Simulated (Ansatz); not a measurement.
# C3H12GaN: small, medium and large basis sets

Aim: see how fast density functionals converge with the basis set for C3H12GaN.

Computed with Ansatz 0.2.0, Gaussian basis. Level: one geometry, several basis sets.

Plan: PBE0-D4/def2-SVP; ωB97M-V/def2-SVP; PBE0-D4/def2-QZVPP; ωB97M-V/def2-QZVPP; the functionals' def2-TZVPP values are taken from earlier runs.

## (1) Structure used throughout

The geometry comes from an earlier relaxation with PBE0-D4 in a triple-zeta def2 set; it is a stationary point, not always the lowest conformer.

17 atoms, charge 0, spin multiplicity 1.

Atoms are counted from 1 here; the program's logs count them from 0.

Bond lengths: C1–N2 1.463 Å, C1–H6 1.090 Å, C1–H7 1.097 Å, C1–H8 1.090 Å, N2–C3 1.463 Å, N2–C4 1.463 Å, N2–Ga5 2.141 Å, C3–H9 1.090 Å, C3–H10 1.090 Å, C3–H11 1.097 Å, C4–H12 1.090 Å, C4–H13 1.097 Å, C4–H14 1.090 Å, Ga5–H15 1.584 Å, Ga5–H16 1.584 Å, Ga5–H17 1.584 Å. Angles: N2–C1–H6 109.3°, N2–C1–H7 110.8°, N2–C1–H8 109.3°, H6–C1–H7 109.3°, H6–C1–H8 108.6°, H7–C1–H8 109.3°, C1–N2–C3 110.3°, C1–N2–C4 110.3°, C1–N2–Ga5 108.6°, C3–N2–C4 110.3°, C3–N2–Ga5 108.6°, C4–N2–Ga5 108.6°, N2–C3–H9 109.3°, N2–C3–H10 109.3°, N2–C3–H11 110.8°, H9–C3–H10 108.6°, H9–C3–H11 109.3°, H10–C3–H11 109.3° and more.

## (2) PBE0-D4 in def2-SVP

The input, in.yaml:

```yaml
crystal:
  periodic: [false, false, false]
  atoms:
    - {symbol: C, position_ang: [-0.397378, 0.308881, -1.432775]}
    - {symbol: N, position_ang: [0.102843, -0.048375, -0.105165]}
    - {symbol: C, position_ang: [1.381579, 0.614510, 0.151403]}
    - {symbol: C, position_ang: [0.250952, -1.499425, 0.008550]}
    - {symbol: Ga, position_ang: [-1.313789, 0.610451, 1.358702]}
    - {symbol: H, position_ang: [-0.529308, 1.389395, -1.489996]}
    - {symbol: H, position_ang: [0.302971, -0.013249, -2.213496]}
    - {symbol: H, position_ang: [-1.363420, -0.169238, -1.595156]}
    - {symbol: H, position_ang: [1.724661, 0.361000, 1.154507]}
    - {symbol: H, position_ang: [1.246644, 1.694534, 0.091851]}
    - {symbol: H, position_ang: [2.136971, 0.302110, -0.580433]}
    - {symbol: H, position_ang: [0.595459, -1.749529, 1.012025]}
    - {symbol: H, position_ang: [0.971732, -1.877110, -0.727402]}
    - {symbol: H, position_ang: [-0.715888, -1.974984, -0.156557]}
    - {symbol: H, position_ang: [-1.290762, 2.160545, 1.031434]}
    - {symbol: H, position_ang: [-2.566458, -0.228861, 0.872090]}
    - {symbol: H, position_ang: [-0.556006, 0.119047, 2.660517]}
basis:
  gaussian: {orbitals: def2-SVP}
hamiltonian: {xc: pbe0, dispersion: d4}
output: {orbitals: {seedname: orbitals}}
```

Launch:

```bash
ansatz run in.yaml --threads 8 --pin off --events-out ev --progress --plain --max-ram 18278MiB
```

Log:

```text
Functional definition: PBE0
  name "PBE0"
  cite "Adamo & Barone, J. Chem. Phys. 110, 6158 (1999) doi:10.1063/1.478522"
  cite "Perdew, Burke & Ernzerhof, Phys. Rev. Lett. 77, 3865 (1996) doi:10.1103/PhysRevLett.77.3865"
  parent pbe
  parameter a = 0.25
  parameter kappa = 0.804
  parameter beta = 0.06672455060314922
  exchange = (1 - a)*pbe_x(kappa = kappa, mu = beta*pi^2/3) + a*exact_x
  correlation = pbe_c(beta = beta)
1731 factors; their error is unknown
mean field evaluation 1: about -57146.1704 eV, gradient 4.8e1 eV
mean field evaluation 2: about -57145.2656 eV, gradient 5.2e1 eV
mean field evaluation 4: about -57151.4929 eV, gradient 2.5e0 eV
mean field evaluation 8: about -57151.4989 eV, gradient 1.5e-1 eV
mean field evaluation 16: about -57151.6401 eV, gradient 4.6e-5 eV
mean field -57151.64013361 eV, -2100.2840361370 hartree, gradient 4.6e-5 eV, S^2 0.000000; 0 other end points of the search recorded, 0 dependent functions left out
reference -57151.64016664 eV, -2100.2840373510 hartree; 34, 34 occupied and 114, 114 virtual orbitals, 1731 factors
Total energy: -57151.98967778 eV, -2100.2968816483 hartree
```

It took 1.2 s on 8 threads of Arm Neoverse V1, shared host; peak memory 0.46 GiB.

## (3) ωB97M-V in def2-SVP

Changes to in.yaml since step 2:

```diff
@@ -22,3 +22,3 @@
   gaussian: {orbitals: def2-SVP}
-hamiltonian: {xc: pbe0, dispersion: d4}
+hamiltonian: {xc: {name: wB97M-V}}
 output: {orbitals: {seedname: orbitals}}
```

The command is unchanged.

Log, cut to the lines that bear on the results:

```text
Functional definition: wB97M-V
  name "wB97M-V"
  cite "Mardirossian & Head-Gordon, J. Chem. Phys. 144, 214110 (2016) doi:10.1063/1.4952647"
  cite "Becke, J. Chem. Phys. 107, 8554 (1997) doi:10.1063/1.475007"
  cite "Vydrov & Van Voorhis, J. Chem. Phys. 133, 244103 (2010) doi:10.1063/1.3521275"
  # Of w^i u^j: cxij and so on, Table III.
[...]
  gx(w, u) = 1 - cx + cx01*u + cx10*w
  gss(w, u) = css00 + css04*u^4 + css10*w + css20*w^2 + css43*w^4*u^3
  gos(w, u) = cos00 + cos10*w + (cos20 + cos21*u)*w^2 + (cos60 + cos61*u)*w^6
[...]
      + integral(e_c_pw_mod_opposite_spin*gos(b97_w_opposite, b97_u_opposite)) + vv10(b, c)
1724 factors; their error is unknown
440 factors; integrals over basis functions are off by at most 5.8e-6 eV
[...]
mean field -57158.33798703 eV, -2100.5301777103 hartree, gradient 1.3e-5 eV, S^2 0.000000; 0 other end points of the search recorded, 0 dependent functions left out
reference -57158.33803967 eV, -2100.5301796448 hartree; 34, 34 occupied and 114, 114 virtual orbitals, 1724 factors
Total energy: -57158.33803967 eV, -2100.5301796448 hartree
```

Run time: 4.6 s. Hardware: 8 threads of Arm Neoverse V1, shared host; peak memory 0.63 GiB.

## (4) PBE0-D4 in def2-QZVPP

Changes to in.yaml since step 3:

```diff
@@ -21,4 +21,4 @@
 basis:
-  gaussian: {orbitals: def2-SVP}
-hamiltonian: {xc: {name: wB97M-V}}
+  gaussian: {orbitals: "def2-QZVPP.json"}
+hamiltonian: {xc: pbe0, dispersion: d4}
 output: {orbitals: {seedname: orbitals}}
```

The command is unchanged.

Log:

```text
Functional definition: PBE0
  name "PBE0"
  cite "Adamo & Barone, J. Chem. Phys. 110, 6158 (1999) doi:10.1063/1.478522"
  cite "Perdew, Burke & Ernzerhof, Phys. Rev. Lett. 77, 3865 (1996) doi:10.1103/PhysRevLett.77.3865"
  parent pbe
  parameter a = 0.25
  parameter kappa = 0.804
  parameter beta = 0.06672455060314922
  exchange = (1 - a)*pbe_x(kappa = kappa, mu = beta*pi^2/3) + a*exact_x
  correlation = pbe_c(beta = beta)
2040 factors; their error is unknown
mean field evaluation 1: about -57155.6718 eV, gradient 6.6e1 eV
mean field evaluation 2: about -57149.8768 eV, gradient 8.4e1 eV
mean field evaluation 4: about -57164.8922 eV, gradient 4.2e0 eV
mean field evaluation 8: about -57164.9204 eV, gradient 9.4e-2 eV
mean field evaluation 16: about -57165.0675 eV, gradient 4.3e-5 eV
mean field -57165.06746749 eV, -2100.7774815558 hartree, gradient 4.3e-5 eV, S^2 0.000000; 0 other end points of the search recorded, 0 dependent functions left out
reference -57165.06751552 eV, -2100.7774833207 hartree; 34, 34 occupied and 643, 643 virtual orbitals, 2040 factors
Total energy: -57165.41702665 eV, -2100.7903276181 hartree
```

It took 11 s on 8 threads of Arm Neoverse V1, shared host; peak memory 3.8 GiB.

## (5) ωB97M-V in def2-QZVPP

Changes to in.yaml since step 4:

```diff
@@ -22,3 +22,3 @@
   gaussian: {orbitals: "def2-QZVPP.json"}
-hamiltonian: {xc: pbe0, dispersion: d4}
+hamiltonian: {xc: {name: wB97M-V}}
 output: {orbitals: {seedname: orbitals}}
```

The command is unchanged.

Log, cut to the lines that bear on the results:

```text
Functional definition: wB97M-V
  name "wB97M-V"
  cite "Mardirossian & Head-Gordon, J. Chem. Phys. 144, 214110 (2016) doi:10.1063/1.4952647"
  cite "Becke, J. Chem. Phys. 107, 8554 (1997) doi:10.1063/1.475007"
  cite "Vydrov & Van Voorhis, J. Chem. Phys. 133, 244103 (2010) doi:10.1063/1.3521275"
  # Of w^i u^j: cxij and so on, Table III.
[...]
  gx(w, u) = 1 - cx + cx01*u + cx10*w
  gss(w, u) = css00 + css04*u^4 + css10*w + css20*w^2 + css43*w^4*u^3
  gos(w, u) = cos00 + cos10*w + (cos20 + cos21*u)*w^2 + (cos60 + cos61*u)*w^6
[...]
      + integral(e_c_pw_mod_opposite_spin*gos(b97_w_opposite, b97_u_opposite)) + vv10(b, c)
2035 factors; their error is unknown
548 factors; integrals over basis functions are off by at most 5.9e-6 eV
[...]
mean field -57172.08581104 eV, -2101.0354009243 hartree, gradient 2.4e-5 eV, S^2 0.000000; 0 other end points of the search recorded, 0 dependent functions left out
reference -57172.08588792 eV, -2101.0354037492 hartree; 34, 34 occupied and 643, 643 virtual orbitals, 2035 factors
Total energy: -57172.08588792 eV, -2101.0354037492 hartree
```

Run time: 22 s. Hardware: 8 threads of Arm Neoverse V1, shared host; peak memory 4.6 GiB.

## (6) Density functionals: the series

The def2-TZVPP values come from earlier runs at the same geometry.

```
functional       basis  functions  energy (eV)  from the largest (eV)  HOMO (eV)  LUMO (eV)
   PBE0-D4    def2-SVP        148  -57151.9897                 13.427      -7.37       0.71
   PBE0-D4  def2-TZVPP        340  -57163.9454                  1.472      -7.44       0.41
   PBE0-D4  def2-QZVPP        677  -57165.4170                  0.000      -7.45       0.16
   ωB97M-V    def2-SVP        148  -57158.3380                 13.748      -9.58       2.39
   ωB97M-V  def2-TZVPP        340  -57170.6451                  1.441      -9.70       1.94
   ωB97M-V  def2-QZVPP        677  -57172.0859                  0.000      -9.71       1.37
```

## (7) What came out

| quantity | value |
| --- | --- |
| PBE0-D4: double and triple zeta above quadruple | 13.43, 1.47 eV |
| ωB97M-V: double and triple zeta above quadruple | 13.75, 1.44 eV |

**Reading.** For PBE0-D4 the step from double to triple zeta gains 11.96 eV and the next only 1.47 eV. Total energies overstate the basis error of differences, where much of it tends to cancel. The LUMO of ωB97M-V is positive and keeps falling with the basis (2.39 to 1.37 eV): an unbound level that the basis holds in place.

For PBE0-D4 the largest set took about 8 times as long as the smallest (11 s against 1.2 s).
